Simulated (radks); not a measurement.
**Ga in [Ar] 3d10 4s2 4p1: an all-electron calculation**

An exercise on one series of results from a longer session: the logs are not shown, and one member is left open.

The numbers are computed with radks (a radial shooting solver on a logarithmic mesh, Libxc functionals) version 1 (scalar-relativistic Kohn-Sham, r2SCAN, spin-polarised, spherical densities, finite nucleus; open shells are filled with parallel spins first), except any that are marked as measured or tabulated.

## Starting point

```
element            : gallium (Z = 31)
charge             : 0
electrons          : 31
configuration      : [Ar] 3d10 4s2 4p1
nuclear rms radius : 3.9973 fm
```

Outer shells as boxes (Hund's rule):

Ga
```
[Ar] core
3d [↑↓][↑↓][↑↓][↑↓][↑↓]
4s [↑↓]
4p [↑ ][  ][  ]
```

Set-up of the first run:

Input:

```text
Z 31
configuration [Ar] 3d10 4s2 4p1
relativity scalar-relativistic
functional r2scan,r2scan
spin polarised
nucleus finite rms 3.9973 fm
c 137.035999084
```

One of the session's tables, all rows but one given; the rest of the session is left out.

It belongs to the step «Orbitals and density». From the orbitals of this run (lengths in bohr):

| level | <r> | outermost maximum (interpolated) | 90 % within | nodes |
| --- | --- | --- | --- | --- |
| 1s up | 0.04861 | 0.0318 | 0.0869 | 0 |
| 1s down | 0.04861 | 0.0318 | 0.0869 | 0 |
| 2s down | 0.2175 | 0.182 | 0.337 | 1 |
| 2s up | 0.2175 | 0.182 | 0.337 | 1 |
| 2p up | 0.1907 | 0.147 | 0.311 | 0 |
| 2p down | 0.1907 | 0.147 | 0.311 | 0 |
| 3s up | 0.6510 | 0.564 | 0.974 | 2 |
| 3s down | 0.6510 | 0.564 | 0.975 | 2 |
| 3p up | 0.6788 | 0.567 | 1.05 | 1 |
| 3p down | 0.6788 | 0.567 | 1.05 | 1 |
| 3d up | 0.8101 | 0.536 | 1.39 | 0 |
| 3d down | ? | ? | ? | ? |
| 4s up | 2.384 | 1.92 | 3.65 | 3 |
| 4s down | 2.329 | 1.90 | 3.55 | 3 |
| 4p up | 3.302 | 2.53 | 5.22 | 2 |
| 4p down | 3.000 | 2.40 | 4.62 | 2 |

**Question.** Estimate the row for 3d down.

As computed: <r>: 0.8060; outermost maximum (interpolated): 0.536; 90 % within: 1.39; nodes: 0. In the column «<r>» it lies between 3p down (0.6788) and 3d up (0.8101).

Limits of these values: Open shells are spherical and high-spin; term and fine-structure splittings are not resolved.
